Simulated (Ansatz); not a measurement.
# ClFH4O2Si2: a ladder of functionals and wavefunction methods

The task here is to estimate one member of a computed series from the others.

Method: functionals in def2-TZVPP, the program's frozen cores in correlated methods; program: Ansatz 0.2.0, Gaussian basis.

The runs, in order: PBE-D4, r2SCAN-D4, PBE0-D4, B3LYP-D4, ωB97X-V, ωB97M-V, B2PLYP; CCSD(T)/def2-TZVPP; MP2/def2-QZVPP; extrapolation to the limit.

### Structure used throughout

All runs share one geometry, relaxed beforehand with PBE0-D4 in a triple-zeta def2 set.

SMILES `O[Si@H](F)[Si@@H](O)Cl`, 10 atoms, charge 0, spin multiplicity 1.

Atoms are counted from 1 here; the program's logs count them from 0.

Bond lengths: O1–Si2 1.634 Å, O1–H7 0.959 Å, Si2–F3 1.607 Å, Si2–Si4 2.348 Å, Si2–H8 1.485 Å, Si4–O5 1.637 Å, Si4–Cl6 2.066 Å, Si4–H9 1.478 Å, O5–H10 0.959 Å. Angles: Si2–O1–H7 119.5°, O1–Si2–F3 110.3°, O1–Si2–Si4 107.8°, O1–Si2–H8 111.1°, F3–Si2–Si4 105.7°, F3–Si2–H8 105.7°, Si4–Si2–H8 116.0°, Si2–Si4–O5 111.2°, Si2–Si4–Cl6 105.0°, Si2–Si4–H9 116.0°, O5–Si4–Cl6 111.3°, O5–Si4–H9 106.1°, Cl6–Si4–H9 107.4°, Si4–O5–H10 117.7°.

Geometry (Å):

```xyz
10
charge 0, multiplicity 1
O    -1.8680   -0.2699   -1.0445
Si   -1.0449    0.0405    0.3325
F    -1.0902    1.6113    0.6682
Si    1.2160   -0.4631   -0.0530
O     1.9731    0.7671   -0.8235
Cl    2.0193   -0.7820    1.8238
H    -2.8266   -0.2523   -1.0361
H    -1.6741   -0.6362    1.4956
H     1.4808   -1.6737   -0.8577
H     1.8147    1.6583   -0.5053
```

The first run:

The input, in.yaml:

```yaml
crystal:
  periodic: [false, false, false]
  atoms:
    - {symbol: O, position_ang: [-1.868043, -0.269873, -1.044464]}
    - {symbol: Si, position_ang: [-1.044881, 0.040544, 0.332469]}
    - {symbol: F, position_ang: [-1.090190, 1.611297, 0.668163]}
    - {symbol: Si, position_ang: [1.216028, -0.463134, -0.052971]}
    - {symbol: O, position_ang: [1.973099, 0.767065, -0.823465]}
    - {symbol: Cl, position_ang: [2.019254, -0.782000, 1.823799]}
    - {symbol: H, position_ang: [-2.826620, -0.252346, -1.036118]}
    - {symbol: H, position_ang: [-1.674136, -0.636172, 1.495567]}
    - {symbol: H, position_ang: [1.480804, -1.673696, -0.857654]}
    - {symbol: H, position_ang: [1.814674, 1.658315, -0.505326]}
basis:
  gaussian: {orbitals: def2-TZVPP}
hamiltonian: {xc: pbe, dispersion: d4}
output: {forces: true, orbitals: {seedname: orbitals}}
```

Launch:

```bash
ansatz run in.yaml --threads 2 --pin off --events-out ev --progress --plain --max-ram 20480MiB --backend cuda --devices 0, --max-vram 18GiB
```

Among the steps run: PBE-D4 (GGA); r2SCAN-D4 (meta-GGA); PBE0-D4 (hybrid); B3LYP-D4 (hybrid); ωB97X-V (range-separated); ωB97M-V (range-separated); B2PLYP (double hybrid); CCSD(T) in def2-TZVPP; MP2 in def2-QZVPP.

One table of the session follows, with a row left open; its other results are not shown here.

| method | atomisation energy (kcal/mol) |
| --- | --- |
| PBE-D4 | 895.0 |
| r2SCAN-D4 | 889.6 |
| PBE0-D4 | ? |
| B3LYP-D4 | 879.9 |
| ωB97X-V | 891.9 |
| ωB97M-V | 889.9 |
| B2PLYP | 874.5 |
| HF/def2-TZVPP | 640.0 |
| MP2/def2-TZVPP | 889.7 |
| CCSD/def2-TZVPP | 848.7 |
| CCSD(T)/def2-TZVPP | 862.8 |
| MP2/CBS | 920.7 |
| CCSD(T)/CBS | 893.8 |

**Question.** Estimate the row for PBE0-D4.

As computed: atomisation energy (kcal/mol): 876.1. In the column «atomisation energy (kcal/mol)» it lies between B2PLYP (874.5) and B3LYP-D4 (879.9).
